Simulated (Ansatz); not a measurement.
# ZrVSi: properties at the relaxed cell

Aim: for ZrVSi, measure the bulk modulus from energies at several volumes.

Computed with Ansatz 0.2.0 (DFT PBEsol, scalar-relativistic, plane waves, PAW, unless a step's input says otherwise).

2 further runs of the same task are left out: 2 set aside as unsound or not needed. Runs told in other sessions of the task aren't counted.

### Step 1. Starting point

It takes space group P4/nmm (No. 129, tetragonal). Conventional cell: a = 3.649 Å, b = 3.649 Å, c = 7.178 Å, α = 90.00°, β = 90.00°, γ = 90.00°. Zr (site symmetry 4mm) has 5 Si at 2.71 to 2.84 Å in its first shell of neighbours. Around V (site symmetry -4m2) lie 4 Si at 2.54 Å and 4 V at 2.58 Å. Si (site symmetry 4mm) has 4 V at 2.54 Å and 5 Zr at 2.71 to 2.84 Å in its first shell of neighbours.

Structure file:

```xyz
6
Lattice="3.6491 0.0000 0.0000 0.0000 3.6491 0.0000 0.0000 0.0000 7.1775" Properties=species:S:1:pos:R:3 pbc="T T T"
Zr    1.8245    0.0000    4.6003
Zr    0.0000    1.8245    2.5772
V     0.0000    0.0000    0.0000
V     1.8245    1.8245    0.0000
Si    1.8245    0.0000    1.7622
Si    0.0000    1.8245    5.4153
```

It is the result of an earlier relaxation at this level (volume 15.93 Å³/atom; gap on the mesh: none (metal)).

### Step 2. Volume × 0.97

input.yaml reads:

```yaml
crystal:
  lattice:
    - [3.6121947857, 0.0, 0.0]
    - [0.0, 3.6121947857, 0.0]
    - [0.0, 0.0, 7.1050400752]
  atoms:
    - { symbol: Zr, position: [0.5, 0.0, 0.6409296506] }
    - { symbol: Zr, position: [0.0, 0.5, 0.3590703494] }
    - { symbol: V, position: [0.0, 0.0, 0.0] }
    - { symbol: V, position: [0.5, 0.5, 0.0] }
    - { symbol: Si, position: [0.5, 0.0, 0.2455168861] }
    - { symbol: Si, position: [0.0, 0.5, 0.7544831139] }
basis:
  ecutwfc: 420
kpoints:
  mp_grid: { grid: [10, 10, 6] }
hamiltonian:
  xc: pbesol
scf:
  occupations: { method: gaussian, width: 0.1 }
output:
  forces: true
  stress: true
  eigenvalues: true
relax:
  adjacent_minimum: "off"
  f_tol: 0.01
  max_steps: 30
  cell: { stress_tol: 0.1, fix: [volume] }
```

The run is started by

```sh
$ ansatz run input.yaml --threads 1 --pin off --max-ram 2560MiB --backend cpu --events-out ev --progress --plain --runs-dir out
```

### Step 3. Volume × 1.03

Changes to input.yaml since step 2:

```diff
@@ -2,5 +2,5 @@
   lattice:
-    - [3.6121947857, 0.0, 0.0]
-    - [0.0, 3.6121947857, 0.0]
-    - [0.0, 0.0, 7.1050400752]
+    - [3.6851880838, 0.0, 0.0]
+    - [0.0, 3.6851880838, 0.0]
+    - [0.0, 0.0, 7.2486149208]
   atoms:
```

### Step 4. The cell scaled to 0.94 of its volume

input.yaml reads:

```yaml
crystal:
  lattice:
    - [3.5730905342, 0.0, 0.0]
    - [0.0, 3.5730905342, 0.0]
    - [0.0, 0.0, 7.0368279575]
  atoms:
    - { symbol: Zr, position: [0.5, 0.0, 0.6404284026] }
    - { symbol: Zr, position: [0.0, 0.5, 0.3595715974] }
    - { symbol: V, position: [0.0, 0.0, 0.0] }
    - { symbol: V, position: [0.5, 0.5, 0.0] }
    - { symbol: Si, position: [0.5, 0.0, 0.2464038909] }
    - { symbol: Si, position: [0.0, 0.5, 0.7535961091] }
basis:
  ecutwfc: 420
kpoints:
  mp_grid: { grid: [10, 10, 6] }
hamiltonian:
  xc: pbesol
scf:
  occupations: { method: gaussian, width: 0.1 }
output:
  forces: true
  stress: true
  eigenvalues: true
relax:
  adjacent_minimum: "off"
  f_tol: 0.01
  max_steps: 30
  cell: { stress_tol: 0.1, fix: [volume] }
```

### Step 5. The cell scaled to 1.06 of its volume

input.yaml reads:

```yaml
crystal:
  lattice:
    - [3.7220831274, 0.0, 0.0]
    - [0.0, 3.7220831274, 0.0]
    - [0.0, 0.0, 7.3125836839]
  atoms:
    - { symbol: Zr, position: [0.5, 0.0, 0.641473045] }
    - { symbol: Zr, position: [0.0, 0.5, 0.358526955] }
    - { symbol: V, position: [0.0, 0.0, 0.0] }
    - { symbol: V, position: [0.5, 0.5, 0.0] }
    - { symbol: Si, position: [0.5, 0.0, 0.2446609263] }
    - { symbol: Si, position: [0.0, 0.5, 0.7553390737] }
basis:
  ecutwfc: 420
kpoints:
  mp_grid: { grid: [10, 10, 6] }
hamiltonian:
  xc: pbesol
scf:
  occupations: { method: gaussian, width: 0.1 }
output:
  forces: true
  stress: true
  eigenvalues: true
relax:
  adjacent_minimum: "off"
  f_tol: 0.01
  max_steps: 30
  cell: { stress_tol: 0.1, fix: [volume] }
```

### Step 6. The cell scaled to 0.91 of its volume

input.yaml reads:

```yaml
crystal:
  lattice:
    - [3.5331179968, 0.0, 0.0]
    - [0.0, 3.5331179968, 0.0]
    - [0.0, 0.0, 6.9672633875]
  atoms:
    - { symbol: Zr, position: [0.5, 0.0, 0.6399545045] }
    - { symbol: Zr, position: [0.0, 0.5, 0.3600454955] }
    - { symbol: V, position: [0.0, 0.0, 0.0] }
    - { symbol: V, position: [0.5, 0.5, 0.0] }
    - { symbol: Si, position: [0.5, 0.0, 0.2472658306] }
    - { symbol: Si, position: [0.0, 0.5, 0.7527341694] }
basis:
  ecutwfc: 420
kpoints:
  mp_grid: { grid: [10, 10, 6] }
hamiltonian:
  xc: pbesol
scf:
  occupations: { method: gaussian, width: 0.1 }
output:
  forces: true
  stress: true
  eigenvalues: true
relax:
  adjacent_minimum: "off"
  f_tol: 0.01
  max_steps: 30
  cell: { stress_tol: 0.1, fix: [volume] }
```

### Step 7. Volume × 1.10

input.yaml reads:

```yaml
crystal:
  lattice:
    - [3.7694504395, 0.0, 0.0]
    - [0.0, 3.7694504395, 0.0]
    - [0.0, 0.0, 7.3990119764]
  atoms:
    - { symbol: Zr, position: [0.5, 0.0, 0.6420545534] }
    - { symbol: Zr, position: [0.0, 0.5, 0.3579454466] }
    - { symbol: V, position: [0.0, 0.0, 0.0] }
    - { symbol: V, position: [0.5, 0.5, 0.0] }
    - { symbol: Si, position: [0.5, 0.0, 0.2437651237] }
    - { symbol: Si, position: [0.0, 0.5, 0.7562348763] }
basis:
  ecutwfc: 420
kpoints:
  mp_grid: { grid: [10, 10, 6] }
hamiltonian:
  xc: pbesol
scf:
  occupations: { method: gaussian, width: 0.1 }
output:
  forces: true
  stress: true
  eigenvalues: true
relax:
  adjacent_minimum: "off"
  f_tol: 0.01
  max_steps: 30
  cell: { stress_tol: 0.1, fix: [volume] }
```

### Step 8. The cell scaled to 0.88 of its volume

input.yaml reads:

```yaml
crystal:
  lattice:
    - [3.4921247817, 0.0, 0.0]
    - [0.0, 3.4921247817, 0.0]
    - [0.0, 0.0, 6.8966833288]
  atoms:
    - { symbol: Zr, position: [0.5, 0.0, 0.6394950645] }
    - { symbol: Zr, position: [0.0, 0.5, 0.3605049355] }
    - { symbol: V, position: [0.0, 0.0, 0.0] }
    - { symbol: V, position: [0.5, 0.5, 0.0] }
    - { symbol: Si, position: [0.5, 0.0, 0.2480769692] }
    - { symbol: Si, position: [0.0, 0.5, 0.7519230308] }
basis:
  ecutwfc: 420
kpoints:
  mp_grid: { grid: [10, 10, 6] }
hamiltonian:
  xc: pbesol
scf:
  occupations: { method: gaussian, width: 0.1 }
output:
  forces: true
  stress: true
  eigenvalues: true
relax:
  adjacent_minimum: "off"
  f_tol: 0.01
  max_steps: 30
  cell: { stress_tol: 0.1, fix: [volume] }
```

(Steps that only read results are left out.)

What does the calculation give? Wanted: equilibrium volume of the fit; bulk modulus.

As calculated:

| quantity | value |
| --- | --- |
| equilibrium volume of the fit | 15.93 Å³/atom |
| bulk modulus | 166 GPa |
| its pressure derivative | 4.0 |

In words: The fit puts the minimum at 15.93 Å³/atom with B = 166 GPa and B' = 4.0.

No run allows spin polarisation, though the cell holds V.
